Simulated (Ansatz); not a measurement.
# HfN: the cost of one run

Program: Ansatz 0.2.0. Level of theory: DFT PBEsol, scalar-relativistic, plane waves, PAW. These are calculated values, not measurements.

2 further runs of the same task are left out: 2 set aside as unsound or not needed.

## Step 1: The structure to begin with

Symmetry: Fm-3m, No. 225, cubic system. Conventional cell: a = 4.518 Å, b = 4.518 Å, c = 4.518 Å, α = 90.00°, β = 90.00°, γ = 90.00°. Hf (site symmetry m-3m) has 6 N at 2.26 Å as nearest neighbours. Around N (site symmetry m-3m) lie 6 Hf at 2.26 Å.

As a file:

```xyz
2
Lattice="0.0000 2.2590 2.2590 2.2590 0.0000 2.2590 2.2590 2.2590 0.0000" Properties=species:S:1:pos:R:3 pbc="T T T"
Hf    2.2590    2.2590    2.2590
N     0.0000    0.0000    0.0000
```

The cell is the measured one, not relaxed. An earlier run on this cell at PBEsol gave -3.02 GPa at 11.528 Å³/atom (14×14×14 mesh), a metal on this mesh. The cell is stretched at this level.

## Step 2: Bands on a fine mesh, Fermi surface

input.yaml reads:

```yaml
crystal:
  lattice:
    - [0.0, 2.2590026142, 2.2590026142]
    - [2.2590026142, 0.0, 2.2590026142]
    - [2.2590026142, 2.2590026142, 0.0]
  atoms:
    - { symbol: Hf, position: [0.5, 0.5, 0.5] }
    - { symbol: "N", position: [0.0, 0.0, 0.0] }
basis:
  ecutwfc: 420
  ecutrho_ratio: 4
kpoints:
  mp_grid: { grid: [14, 14, 14] }
hamiltonian:
  xc: pbesol
scf:
  occupations: { method: gaussian, width: 0.05 }
output:
  forces: true
  stress: true
  eigenvalues: true
  eigenstates:
    nscf_kmesh: { grid: [22, 22, 22] }
    de_dk: true
    e_range: [-2.5, 2.5]
  write_density: true
  write_potential: true
  elf: true
  volumetric_format: npy
```

Run with:

```bash
> ansatz run input.yaml --threads 4 --pin off --max-ram 9216MiB --backend cpu --events-out ev --progress --plain --runs-dir out
```

**Question.** How long does this run take on 4 threads of Intel Xeon at 2.50GHz (Skylake/Cascade Lake), shared host, and how much memory does it need?

About 6.3 s, with a peak of 0.43 GiB.
